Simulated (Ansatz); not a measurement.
# C₃H₉AlO₂: up Jacob's ladder to CCSD(T)

How much do the methods differ for C₃H₉AlO₂? The plan is to run it at one geometry with functionals of several rungs and with coupled cluster. The yardstick is the atomisation energy at the CCSD(T) limit.

Computed with Ansatz 0.2.0, Gaussian basis. Level: functionals in def2-TZVPP, the program's frozen cores in correlated methods.

The runs, in order: PBE-D4, r2SCAN-D4, PBE0-D4, B3LYP-D4, ωB97X-V, ωB97M-V, B2PLYP; CCSD(T)/def2-TZVPP; MP2/def2-QZVPP; extrapolation to the limit.

## 1. The geometry

The geometry comes from an earlier relaxation with PBE0-D4 in a triple-zeta def2 set; it is a stationary point, not always the lowest conformer.

15 atoms, charge 0, spin multiplicity 1.

Atoms are counted from 1 here; the program's logs count them from 0.

Bond lengths: C1–C2 1.529 Å, C1–H7 1.092 Å, C1–H8 1.097 Å, C1–H9 1.095 Å, C2–C3 1.529 Å, C2–Al4 1.955 Å, C2–H10 1.101 Å, C3–H11 1.095 Å, C3–H12 1.097 Å, C3–H13 1.092 Å, Al4–O5 1.698 Å, Al4–O6 1.698 Å, O5–H14 0.955 Å, O6–H15 0.955 Å. Angles: C2–C1–H7 112.3°, C2–C1–H8 111.0°, C2–C1–H9 111.4°, H7–C1–H8 107.8°, H7–C1–H9 107.1°, H8–C1–H9 106.9°, C1–C2–C3 111.6°, C1–C2–Al4 112.8°, C1–C2–H10 107.4°, C3–C2–Al4 112.7°, C3–C2–H10 107.4°, Al4–C2–H10 104.5°, C2–C3–H11 111.4°, C2–C3–H12 111.0°, C2–C3–H13 112.3°, H11–C3–H12 106.9°, H11–C3–H13 107.1°, H12–C3–H13 107.8° and more.

Geometry (Å):

```csv
atom,x (Å),y (Å),z (Å)
C1,1.1882,0.4778,-1.2095
C2,-0.0472,-0.2203,-0.6407
C3,0.2138,-1.7049,-0.3854
Al4,-0.7831,0.6970,0.9208
O5,-0.5179,2.3665,1.0855
O6,-1.6842,-0.2034,2.0442
H7,1.0063,1.5339,-1.4213
H8,1.5161,0.0002,-2.1406
H9,2.0312,0.4296,-0.5129
H10,-0.8420,-0.1522,-1.3995
H11,1.0139,-1.8501,0.3473
H12,0.5276,-2.2130,-1.3051
H13,-0.6699,-2.2209,-0.0030
H14,-0.8471,2.9162,1.7930
H15,-2.1056,0.1436,2.8272
```

## 2. PBE-D4 (GGA)

The input, in.yaml:

```yaml
crystal:
  periodic: [false, false, false]
  atoms:
    - {symbol: C, position_ang: [1.188186, 0.477759, -1.209515]}
    - {symbol: C, position_ang: [-0.047216, -0.220295, -0.640664]}
    - {symbol: C, position_ang: [0.213801, -1.704893, -0.385387]}
    - {symbol: Al, position_ang: [-0.783074, 0.696980, 0.920767]}
    - {symbol: O, position_ang: [-0.517900, 2.366515, 1.085470]}
    - {symbol: O, position_ang: [-1.684228, -0.203365, 2.044214]}
    - {symbol: H, position_ang: [1.006291, 1.533928, -1.421299]}
    - {symbol: H, position_ang: [1.516084, 0.000210, -2.140646]}
    - {symbol: H, position_ang: [2.031152, 0.429586, -0.512923]}
    - {symbol: H, position_ang: [-0.842001, -0.152204, -1.399473]}
    - {symbol: H, position_ang: [1.013934, -1.850144, 0.347340]}
    - {symbol: H, position_ang: [0.527570, -2.213004, -1.305138]}
    - {symbol: H, position_ang: [-0.669925, -2.220888, -0.003000]}
    - {symbol: H, position_ang: [-0.847051, 2.916181, 1.793012]}
    - {symbol: H, position_ang: [-2.105621, 0.143635, 2.827223]}
basis:
  gaussian: {orbitals: def2-TZVPP}
hamiltonian: {xc: pbe, dispersion: d4}
output: {forces: true, orbitals: {seedname: orbitals}}
```

Run with:

```bash
> ansatz run in.yaml --threads 2 --pin off --events-out ev --progress --plain --max-ram 32768MiB --backend cuda --devices 0, --max-vram 18GiB
```

After this run come: r2SCAN-D4 (meta-GGA); PBE0-D4 (hybrid); B3LYP-D4 (hybrid); ωB97X-V (range-separated); ωB97M-V (range-separated); B2PLYP (double hybrid); CCSD(T) in def2-TZVPP; MP2 in def2-QZVPP.

**Question.** What will the summary of the whole plan be? Wanted: atomisation energy, CCSD(T)/CBS; farthest; mean size of error, hybrid; mean size of error, range-separated; gap, smallest and largest; T1 diagnostic; triples share of the correlation energy.

As calculated:

```
                               quantity                                 value
        atomisation energy, CCSD(T)/CBS                       1408.5 kcal/mol
functionals within 7.0 kcal/mol (0.5 %)           r2SCAN-D4, ωB97X-V, ωB97M-V
                               farthest               B2PLYP (-18.1 kcal/mol)
             mean size of error, hybrid                          7.5 kcal/mol
    mean size of error, range-separated                          2.6 kcal/mol
              gap, smallest and largest  5.19 eV (PBE-D4), 11.45 eV (ωB97X-V)
                          T1 diagnostic                                0.0110
triples share of the correlation energy                                 3.6 %
```

**Reading.** PBE-D4 misses by +15.1 kcal/mol. Double hybrids carry the basis error of their MP2 part in triple zeta, and no dispersion term here, so their miss is partly the set-up's. Misses under about 7.0 kcal/mol are within the doubt on the reference itself, which lacks core-valence correlation, relativity and higher excitations. Hartree-Fock recovers 74 % of the binding; the rest is correlation. The gap grows from 5.2 to 11.4 eV across the functionals, mostly with the share of exact exchange.
